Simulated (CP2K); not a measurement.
**GaF under changes of volume**

One of the cells (15.866 Å³/atom); the others are scaled copies at fixed shape and fractional positions:

```xyz
2
Lattice="3.1659 0.0000 0.0000 0.0000 3.1659 0.0000 0.0000 0.0000 3.1659" Properties=species:S:1:pos:R:3 pbc="T T T"
Ga    0.0000    0.0000    0.0000
F     1.5830    1.5830    1.5830
```

The cell was built by a generator and needn't be a form met in nature.

- Program: CP2K 2026.2
- Functional: PBE
- Potentials or basis: POTENTIAL_UZH Ga GTH-PBE-q13, F GTH-PBE-q7; TZVP-MOLOPT-PBE-GTH basis
- Density cutoff: 10204 eV
- k mesh: 8 × 8 × 8
- Occupations: fermi-dirac, width 0.05 eV
- Spin: no spin polarisation

```csv
volume (Å³/atom),energy over the lowest point (meV/atom),pressure (GPa),gap on the mesh (eV)
14.914,10.21,3.4,none
15.231,4.74,2.2,none
15.549,?,?,?
15.866,0.00,0.2,0.35
16.183,0.44,-0.7,0.49
16.501,2.52,-1.4,0.63
16.818,6.04,-2.1,0.77
```

Problem. What does the run at 15.549 Å³/atom give?

Solution. Energy over the lowest point 1.38 meV/atom; pressure 1.2 GPa; gap on the mesh 0.20 eV.

Worked out: A Birch-Murnaghan fit of order 3 (a polynomial in V^(-2/3)) to the other rows has its minimum at 15.95 Å³/atom with B0 = V·E''(V) = 44 GPa and B' = 3.7. It gives 1.38 meV/atom at 15.549 Å³/atom, against the run's 1.38, and -dE/dV = 1.2 GPa, against 1.2.

Energies are extrapolated to zero smearing.

Caveats: the basis of atomic orbitals isn't converged, which shifts pressures, moduli and gaps.

A mesh can miss the band edges. Spin-orbit coupling on Ga is left out.

A gap of «none» marks a metal or a gap under the smearing width.
